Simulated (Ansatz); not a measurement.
# BClFH4N: the cost of one run

All numbers below are computed with Ansatz 0.2.0 (RKS PBE/cc-pVDZ).

## Step 1: The structure to begin with

Bond lengths: N2–H3 1.060 Å, N2–H4 1.060 Å, B1–F5 1.320 Å, B1–Cl6 1.860 Å. Angles: H3–N2–H4 120.0°, F5–B1–Cl6 120.0°.

As a file:

```xyz
8

B     0.0000    0.0000    0.0000
N     0.0000    0.0000    1.9000
H    -0.8770   -0.2713    2.4300
H     0.8770    0.2713    2.4300
F     1.1431    0.0000   -0.6600
Cl   -1.6108    0.0000   -0.9300
H    -0.4335    1.3459    0.4698
H    -0.3569    1.1079    1.3606
```

## Step 2: A restrained relaxation towards end A

Springs on the bonds that form and break draw the guess towards this end; the thresholds are loose.

File input.yaml:

```yaml
crystal:
  periodic: [false, false, false]
  atoms:
    - { symbol: B, position_ang: [0.0, 0.0, 0.0] }
    - { symbol: "N", position_ang: [0.0, 0.0, 1.9] }
    - { symbol: H, position_ang: [-0.877, -0.2713, 2.43] }
    - { symbol: H, position_ang: [0.877, 0.2713, 2.43] }
    - { symbol: F, position_ang: [1.1431, 0.0, -0.66] }
    - { symbol: Cl, position_ang: [-1.6108, 0.0, -0.93] }
    - { symbol: H, position_ang: [-0.4335, 1.3459, 0.4698] }
    - { symbol: H, position_ang: [-0.3569, 1.1079, 1.3606] }
basis:
  gaussian: { orbitals: cc-pVDZ }
hamiltonian:
  xc: pbe
relax:
  f_tol: 0.15
  max_steps: 25
  restrain:
    - { distance: [0, 6], at: 2.39, k: 30.0 }
    - { distance: [7, 1], at: 2.26, k: 30.0 }
    - { distance: [0, 1], at: 1.55, k: 30.0 }
    - { distance: [7, 6], at: 0.66, k: 30.0 }
```

Launch:

```
> ansatz run input.yaml --threads 1 --pin off --max-ram 2048MiB --backend cpu --events-out ev --progress --plain --runs-dir out
```

What time and memory should one allow on 1 thread of Arm Neoverse V1, shared host?

About 38 s, with a peak of 0.14 GiB.
